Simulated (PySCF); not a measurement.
**A gas-phase reaction: H3NOZn + CH4 → CH4OZn + H3N**

Wanted: the reaction energy for `[NH2][Zn][OH]` + `C` → `[CH3][Zn][OH]` + `N`.

Programs: PySCF 2.14.0. All values are calculated, for the isolated system unless a continuum is named. Atoms count from 0, parts from 1.

## 1. Starting point

Each species was relaxed by itself at PBE0-D3(BJ)/def2-SVPD.

## 2. Reaction energy: wB97M-D3(BJ)/def2-TZVPD

What the job is given:

```
{"job": {"kind": "react", "xc": "wB97M-D3(BJ)", "basis": "def2-TZVPD"}, "charge": 0, "multiplicity": 1}
-1 H3NOZn charge 0 multiplicity 1
N     -0.202980    -1.081200     0.876270
Zn    -0.089580     0.361720    -0.199750
O     -0.166010     1.842260    -1.185350
H     -0.438750    -2.000720     0.527770
H      0.317960    -1.157200     1.739600
H      0.579360     2.035140    -1.758550

-1 CH4 charge 0 multiplicity 1
C      0.000830    -0.001300     0.001630
H     -0.564660    -0.880860    -0.329990
H     -0.496740     0.909050    -0.354830
H      0.046520     0.012180     1.097580
H      1.018210    -0.045560    -0.406250

+1 CH4OZn charge 0 multiplicity 1
C     -0.648890     1.032860    -0.243910
Zn     0.281340    -0.617950     0.079320
O      1.041120    -2.222340     0.301410
H     -0.287860     1.522050    -1.160590
H     -1.728720     0.856990    -0.361270
H     -0.514930     1.739060     0.588760
H      1.857950    -2.310660     0.796290

+1 H3N charge 0 multiplicity 1
N      0.003480    -0.002580     0.284460
H     -0.532130    -0.776100    -0.098510
H     -0.402990     0.852960    -0.082580
H      0.943300    -0.073360    -0.094520
```

Method: wB97M-D3(BJ)/def2-TZVPD reaction energy of separated species, gas phase.

On the command line:

```bash
$ OMP_NUM_THREADS=1 python cluster_run.py task.json out
```

One launch serves the whole session: the jobs run in the order shown.

Output:

```text
species 1 (H3NOZn)
coarse grid: 25160 points
cycle   1  E = -1911.1379609293  dE = -1.980e-01  |g| = 1.133e+00  |ddm| = 2.032e+00
cycle   2  E = -1910.9790439841  dE =  1.589e-01  |g| = 1.789e+00  |ddm| = 1.836e+00
cycle   3  E = -1911.3164492853  dE = -3.374e-01  |g| = 1.037e-01  |ddm| = 9.153e-01
cycle   4  E = -1911.3181494328  dE = -1.700e-03  |g| = 5.955e-02  |ddm| = 9.140e-02
cycle   5  E = -1911.3187573628  dE = -6.079e-04  |g| = 1.290e-02  |ddm| = 4.545e-02
cycle   6  E = -1911.3188219720  dE = -6.461e-05  |g| = 8.294e-03  |ddm| = 2.166e-02
cycle   7  E = -1911.3188380585  dE = -1.609e-05  |g| = 1.788e-03  |ddm| = 8.363e-03
cycle   8  E = -1911.3188405861  dE = -2.528e-06  |g| = 6.475e-04  |ddm| = 4.916e-03
final grid: 51360 points
cycle   9  E = -1911.3187473783  dE = -1.546e-07  |g| = 6.848e-04  |ddm| = 1.887e-03
cycle  10  E = -1911.3187473501  dE =  2.821e-08  |g| = 1.135e-03  |ddm| = 6.609e-04
cycle  11  E = -1911.3187474435  dE = -9.341e-08  |g| = 7.648e-05  |ddm| = 3.634e-04
cycle  12  E = -1911.3187474464  dE = -2.929e-09  |g| = 6.152e-05  |ddm| = 1.429e-04
cycle  13  E = -1911.3187474479  dE = -1.510e-09  |g| = 1.013e-05  |ddm| = 1.272e-04
cycle  14  E = -1911.3187474480  dE = -4.093e-11  |g| = 4.127e-06  |ddm| = 1.860e-05
converged SCF energy = -1911.3187474480

species 2 (CH4)
coarse grid: 15072 points
cycle   1  E = -40.5278881985  dE = -1.934e-01  |g| = 1.334e-01  |ddm| = 1.251e+00
cycle   2  E = -40.5303008134  dE = -2.413e-03  |g| = 8.952e-02  |ddm| = 1.942e-01
cycle   3  E = -40.5321658921  dE = -1.865e-03  |g| = 5.681e-03  |ddm| = 4.935e-02
cycle   4  E = -40.5321756103  dE = -9.718e-06  |g| = 3.948e-04  |ddm| = 1.279e-02
final grid: 32696 points
cycle   5  E = -40.5321640572  dE = -1.110e-07  |g| = 1.046e-04  |ddm| = 3.322e-03
cycle   6  E = -40.5321640648  dE = -7.565e-09  |g| = 3.688e-05  |ddm| = 8.470e-04
cycle   7  E = -40.5321640654  dE = -6.601e-10  |g| = 2.000e-05  |ddm| = 2.361e-04
converged SCF energy = -40.5321640654

species 3 (CH4OZn)
coarse grid: 27688 points
cycle   1  E = -1895.0822660838  dE = -2.293e-01  |g| = 1.094e+00  |ddm| = 2.270e+00
cycle   2  E = -1894.8996502069  dE =  1.826e-01  |g| = 1.758e+00  |ddm| = 2.075e+00
cycle   3  E = -1895.2497233139  dE = -3.501e-01  |g| = 6.218e-02  |ddm| = 9.356e-01
cycle   4  E = -1895.2505887035  dE = -8.654e-04  |g| = 4.631e-02  |ddm| = 1.084e-01
cycle   5  E = -1895.2508881886  dE = -2.995e-04  |g| = 1.505e-02  |ddm| = 4.848e-02
cycle   6  E = -1895.2509373627  dE = -4.917e-05  |g| = 5.274e-03  |ddm| = 2.798e-02
cycle   7  E = -1895.2509456002  dE = -8.238e-06  |g| = 1.332e-03  |ddm| = 8.573e-03
final grid: 56944 points
cycle   8  E = -1895.2508426778  dE = -6.834e-07  |g| = 7.900e-04  |ddm| = 7.709e-03
cycle   9  E = -1895.2508427871  dE = -1.093e-07  |g| = 9.038e-04  |ddm| = 1.808e-03
cycle  10  E = -1895.2508428865  dE = -9.942e-08  |g| = 1.832e-04  |ddm| = 5.012e-04
cycle  11  E = -1895.2508428951  dE = -8.562e-09  |g| = 1.159e-04  |ddm| = 3.615e-04
cycle  12  E = -1895.2508428995  dE = -4.403e-09  |g| = 9.798e-06  |ddm| = 3.912e-04
cycle  13  E = -1895.2508428995  dE = -2.410e-11  |g| = 4.913e-06  |ddm| = 1.508e-05
converged SCF energy = -1895.2508428995

species 4 (H3N)
coarse grid: 12536 points
cycle   1  E = -56.5694022511  dE = -1.294e-01  |g| = 3.024e-01  |ddm| = 1.089e+00
cycle   2  E = -56.5779567759  dE = -8.555e-03  |g| = 2.716e-01  |ddm| = 2.677e-01
cycle   3  E = -56.5918790186  dE = -1.392e-02  |g| = 2.125e-02  |ddm| = 1.115e-01
cycle   4  E = -56.5919846496  dE = -1.056e-04  |g| = 5.195e-03  |ddm| = 1.729e-02
cycle   5  E = -56.5919957892  dE = -1.114e-05  |g| = 7.323e-04  |ddm| = 8.722e-03
cycle   6  E = -56.5919962044  dE = -4.152e-07  |g| = 1.111e-04  |ddm| = 3.177e-03
final grid: 27112 points
cycle   7  E = -56.5919835142  dE = -1.519e-08  |g| = 6.456e-05  |ddm| = 6.331e-04
cycle   8  E = -56.5919835161  dE = -1.934e-09  |g| = 5.267e-05  |ddm| = 2.032e-04
cycle   9  E = -56.5919835168  dE = -6.600e-10  |g| = 1.190e-05  |ddm| = 4.523e-05
converged SCF energy = -56.5919835168

Reaction energy = 4.977 kcal/mol
```

Wall time 17 s (1 thread of Arm Neoverse V1, shared host); peak memory 0.6 GiB.

Species by species (with the dispersion term, which the log's SCF energies lack):

| ν | species | energy (Eh) | HOMO (eV) |
| --- | --- | --- | --- |
| -1 | [NH2][Zn][OH] | -1911.32248 | -9.41 |
| -1 | C | -40.53455 | -13.46 |
| +1 | [CH3][Zn][OH] | -1895.25553 | -10.57 |
| +1 | N | -56.59358 | -10.26 |

## 3. Reaction energy: PBE0-D3(BJ)/def2-TZVPD

Settings changed since step 2:

```diff
@@ -1,2 +1,2 @@
-{"job": {"kind": "react", "xc": "wB97M-D3(BJ)", "basis": "def2-TZVPD"}, "charge": 0, "multiplicity": 1}
+{"job": {"kind": "react", "xc": "PBE0", "basis": "def2-TZVPD", "disp": "d3bj"}, "charge": 0, "multiplicity": 1}
 -1 H3NOZn charge 0 multiplicity 1
```

Method: PBE0-D3(BJ)/def2-TZVPD reaction energy of separated species, gas phase.

Output:

```text
species 1 (H3NOZn)
coarse grid: 25160 points
cycle   1  E = -1910.6337237813  dE = -1.180e-01  |g| = 1.303e+00  |ddm| = 2.143e+00
cycle   2  E = -1909.7625186622  dE =  8.712e-01  |g| = 2.764e+00  |ddm| = 2.904e+00
cycle   3  E = -1910.8550196758  dE = -1.093e+00  |g| = 2.518e-01  |ddm| = 2.103e+00
cycle   4  E = -1910.8618300938  dE = -6.810e-03  |g| = 1.858e-01  |ddm| = 2.895e-01
cycle   5  E = -1910.8674631652  dE = -5.633e-03  |g| = 1.448e-02  |ddm| = 9.988e-02
cycle   6  E = -1910.8674859417  dE = -2.278e-05  |g| = 1.126e-02  |ddm| = 1.487e-02
cycle   7  E = -1910.8675025495  dE = -1.661e-05  |g| = 1.595e-03  |ddm| = 5.509e-03
cycle   8  E = -1910.8675030934  dE = -5.439e-07  |g| = 2.406e-04  |ddm| = 1.686e-03
final grid: 51360 points
cycle   9  E = -1910.8674969302  dE = -2.900e-08  |g| = 3.877e-04  |ddm| = 1.154e-03
cycle  10  E = -1910.8674968721  dE =  5.815e-08  |g| = 7.555e-04  |ddm| = 6.986e-04
cycle  11  E = -1910.8674969554  dE = -8.330e-08  |g| = 4.503e-05  |ddm| = 4.134e-04
cycle  12  E = -1910.8674969556  dE = -2.697e-10  |g| = 1.665e-05  |ddm| = 3.432e-05
converged SCF energy = -1910.8674969556

species 2 (CH4)
coarse grid: 3568 points
cycle   1  E = -40.4580259545  dE = -2.008e-01  |g| = 2.716e-01  |ddm| = 1.401e+00
cycle   2  E = -40.4543768494  dE =  3.649e-03  |g| = 2.994e-01  |ddm| = 3.082e-01
cycle   3  E = -40.4771983792  dE = -2.282e-02  |g| = 2.109e-03  |ddm| = 1.505e-01
cycle   4  E = -40.4771992031  dE = -8.239e-07  |g| = 2.139e-04  |ddm| = 2.670e-03
final grid: 32696 points
cycle   5  E = -40.4741149995  dE = -1.412e-05  |g| = 4.512e-03  |ddm| = 5.891e-02
cycle   6  E = -40.4741139587  dE =  1.041e-06  |g| = 4.946e-03  |ddm| = 6.211e-03
cycle   7  E = -40.4741199013  dE = -5.943e-06  |g| = 3.063e-05  |ddm| = 2.497e-03
cycle   8  E = -40.4741199016  dE = -3.114e-10  |g| = 9.482e-06  |ddm| = 1.156e-04
converged SCF energy = -40.4741199016

species 3 (CH4OZn)
coarse grid: 27688 points
cycle   1  E = -1894.6027255668  dE = -2.097e-01  |g| = 1.263e+00  |ddm| = 2.638e+00
cycle   2  E = -1893.7099624928  dE =  8.928e-01  |g| = 2.741e+00  |ddm| = 3.153e+00
cycle   3  E = -1894.8001284494  dE = -1.090e+00  |g| = 3.041e-01  |ddm| = 2.141e+00
cycle   4  E = -1894.8145267477  dE = -1.440e-02  |g| = 1.834e-01  |ddm| = 3.800e-01
cycle   5  E = -1894.8189545380  dE = -4.428e-03  |g| = 3.573e-02  |ddm| = 9.691e-02
cycle   6  E = -1894.8191828583  dE = -2.283e-04  |g| = 1.224e-02  |ddm| = 3.265e-02
cycle   7  E = -1894.8192073659  dE = -2.451e-05  |g| = 1.539e-03  |ddm| = 8.859e-03
cycle   8  E = -1894.8192077833  dE = -4.174e-07  |g| = 2.104e-04  |ddm| = 1.803e-03
final grid: 56944 points
cycle   9  E = -1894.8191903783  dE = -3.002e-08  |g| = 3.354e-04  |ddm| = 6.601e-03
cycle  10  E = -1894.8191903454  dE =  3.291e-08  |g| = 6.672e-04  |ddm| = 5.910e-04
cycle  11  E = -1894.8191903915  dE = -4.613e-08  |g| = 2.548e-05  |ddm| = 3.368e-04
cycle  12  E = -1894.8191903916  dE = -8.959e-11  |g| = 1.200e-05  |ddm| = 2.525e-05
converged SCF energy = -1894.8191903916

species 4 (H3N)
coarse grid: 2928 points
cycle   1  E = -56.4892072707  dE = -9.639e-02  |g| = 3.707e-01  |ddm| = 1.102e+00
cycle   2  E = -56.4627816796  dE =  2.643e-02  |g| = 5.179e-01  |ddm| = 4.442e-01
cycle   3  E = -56.5198813035  dE = -5.710e-02  |g| = 1.577e-02  |ddm| = 2.491e-01
cycle   4  E = -56.5199299487  dE = -4.865e-05  |g| = 3.352e-03  |ddm| = 8.667e-03
cycle   5  E = -56.5199321187  dE = -2.170e-06  |g| = 3.226e-04  |ddm| = 2.233e-03
final grid: 27112 points
cycle   6  E = -56.5150235146  dE = -1.171e-05  |g| = 5.577e-03  |ddm| = 1.595e-02
cycle   7  E = -56.5150181044  dE =  5.410e-06  |g| = 7.638e-03  |ddm| = 6.096e-03
cycle   8  E = -56.5150297235  dE = -1.162e-05  |g| = 1.282e-04  |ddm| = 3.436e-03
cycle   9  E = -56.5150297271  dE = -3.649e-09  |g| = 3.237e-05  |ddm| = 1.026e-04
cycle  10  E = -56.5150297274  dE = -2.752e-10  |g| = 3.588e-06  |ddm| = 2.325e-05
converged SCF energy = -56.5150297274

Reaction energy = 4.520 kcal/mol
```

It took 7.9 s on 1 thread of Arm Neoverse V1, shared host; peak memory 0.6 GiB.

Reaction energy at this level: 4.52 kcal/mol.

## 4. Energies of the species: MP2/def2-TZVPD

Settings changed since step 3:

```diff
@@ -1,2 +1,2 @@
-{"job": {"kind": "react", "xc": "PBE0", "basis": "def2-TZVPD", "disp": "d3bj"}, "charge": 0, "multiplicity": 1}
+{"job": {"kind": "react", "xc": "MP2", "basis": "def2-TZVPD"}, "charge": 0, "multiplicity": 1}
 -1 H3NOZn charge 0 multiplicity 1
```

Level: MP2/def2-TZVPD reaction energy of separated species, gas phase.

Output:

```text
species 1 (H3NOZn)
final grid: 51360 points
cycle   1  E = -1908.8474012759  dE = -3.237e-01  |g| = 6.846e-01  |ddm| = 1.985e+00
cycle   2  E = -1908.8922141486  dE = -4.481e-02  |g| = 6.046e-01  |ddm| = 8.684e-01
cycle   3  E = -1908.9365567104  dE = -4.434e-02  |g| = 7.395e-02  |ddm| = 2.672e-01
cycle   4  E = -1908.9376126623  dE = -1.056e-03  |g| = 4.227e-02  |ddm| = 7.304e-02
cycle   5  E = -1908.9379567387  dE = -3.441e-04  |g| = 9.364e-03  |ddm| = 4.056e-02
cycle   6  E = -1908.9380072055  dE = -5.047e-05  |g| = 3.262e-03  |ddm| = 1.849e-02
cycle   7  E = -1908.9380142137  dE = -7.008e-06  |g| = 1.349e-03  |ddm| = 6.834e-03
cycle   8  E = -1908.9380151641  dE = -9.503e-07  |g| = 3.744e-04  |ddm| = 2.164e-03
cycle   9  E = -1908.9380152425  dE = -7.842e-08  |g| = 7.378e-05  |ddm| = 7.165e-04
cycle  10  E = -1908.9380152467  dE = -4.165e-09  |g| = 2.343e-05  |ddm| = 2.094e-04
cycle  11  E = -1908.9380152470  dE = -3.720e-10  |g| = 5.461e-06  |ddm| = 7.248e-05
converged SCF energy = -1908.9380152470

species 2 (CH4)
final grid: 32696 points
cycle   1  E = -40.2047133220  dE = -1.974e-01  |g| = 1.529e-01  |ddm| = 1.221e+00
cycle   2  E = -40.2121419390  dE = -7.429e-03  |g| = 3.682e-02  |ddm| = 2.041e-01
cycle   3  E = -40.2127048977  dE = -5.630e-04  |g| = 6.405e-03  |ddm| = 3.827e-02
cycle   4  E = -40.2127179983  dE = -1.310e-05  |g| = 1.642e-03  |ddm| = 1.100e-02
cycle   5  E = -40.2127195241  dE = -1.526e-06  |g| = 2.165e-04  |ddm| = 6.917e-03
cycle   6  E = -40.2127195573  dE = -3.320e-08  |g| = 2.839e-05  |ddm| = 1.798e-03
cycle   7  E = -40.2127195577  dE = -4.268e-10  |g| = 1.324e-06  |ddm| = 7.250e-05
converged SCF energy = -40.2127195577

species 3 (CH4OZn)
final grid: 56944 points
cycle   1  E = -1892.8172395587  dE = -3.072e-01  |g| = 6.931e-01  |ddm| = 2.152e+00
cycle   2  E = -1892.8648852640  dE = -4.765e-02  |g| = 6.241e-01  |ddm| = 1.056e+00
cycle   3  E = -1892.9170784133  dE = -5.219e-02  |g| = 6.797e-02  |ddm| = 2.970e-01
cycle   4  E = -1892.9182587501  dE = -1.180e-03  |g| = 4.711e-02  |ddm| = 1.255e-01
cycle   5  E = -1892.9185963487  dE = -3.376e-04  |g| = 8.626e-03  |ddm| = 5.004e-02
cycle   6  E = -1892.9186353934  dE = -3.904e-05  |g| = 2.591e-03  |ddm| = 2.346e-02
cycle   7  E = -1892.9186402904  dE = -4.897e-06  |g| = 8.028e-04  |ddm| = 9.076e-03
cycle   8  E = -1892.9186406888  dE = -3.984e-07  |g| = 2.140e-04  |ddm| = 2.253e-03
cycle   9  E = -1892.9186407142  dE = -2.536e-08  |g| = 3.764e-05  |ddm| = 6.872e-04
cycle  10  E = -1892.9186407151  dE = -9.090e-10  |g| = 1.157e-05  |ddm| = 1.236e-04
converged SCF energy = -1892.9186407151

species 4 (H3N)
final grid: 27112 points
cycle   1  E = -56.2058926054  dE = -1.621e-01  |g| = 2.298e-01  |ddm| = 1.073e+00
cycle   2  E = -56.2178833366  dE = -1.199e-02  |g| = 7.796e-02  |ddm| = 1.404e-01
cycle   3  E = -56.2190886050  dE = -1.205e-03  |g| = 2.444e-02  |ddm| = 4.021e-02
cycle   4  E = -56.2192479337  dE = -1.593e-04  |g| = 5.226e-03  |ddm| = 1.749e-02
cycle   5  E = -56.2192620672  dE = -1.413e-05  |g| = 1.112e-03  |ddm| = 7.204e-03
cycle   6  E = -56.2192632869  dE = -1.220e-06  |g| = 2.935e-04  |ddm| = 3.286e-03
cycle   7  E = -56.2192633816  dE = -9.468e-08  |g| = 4.961e-05  |ddm| = 9.838e-04
cycle   8  E = -56.2192633837  dE = -2.081e-09  |g| = 4.563e-06  |ddm| = 1.082e-04
cycle   9  E = -56.2192633837  dE = -1.370e-11  |g| = 5.840e-07  |ddm| = 2.273e-05
converged SCF energy = -56.2192633837

Reaction energy = 6.550 kcal/mol
```

Wall time 4.1 s (1 thread of Arm Neoverse V1, shared host); peak memory 0.42 GiB.

Reaction energy at this level: 6.55 kcal/mol.

## 5. Comparing the runs

Energies in kcal/mol, with wall time:

| run | reaction | time |
| --- | --- | --- |
| wB97M-D3(BJ)/def2-TZVPD | 4.98 | 17 s |
| PBE0-D3(BJ)/def2-TZVPD | 4.52 | 7.9 s |
| MP2/def2-TZVPD | 6.55 | 4.1 s |

## 6. Outcome

```
                                                quantity                  value
               reaction energy (wB97M-D3(BJ)/def2-TZVPD)          4.98 kcal/mol
                     ΔH, ΔG at 298 K (xTB thermal terms)    +5.1, +4.2 kcal/mol
range of the reaction energy over the runs of this table  4.52 to 6.55 kcal/mol
```

In words: The reaction is endothermic by 5.1 kcal/mol in the gas phase; dispersion gives -0.10, and xTB itself gave 9.66 for the electronic energy (xTB energies and thermal terms come from the earlier relaxation of each species, not shown). No barrier was sought. The reaction energy runs from 4.52 (PBE0-D3(BJ)/def2-TZVPD) to 6.55 kcal/mol (MP2/def2-TZVPD).
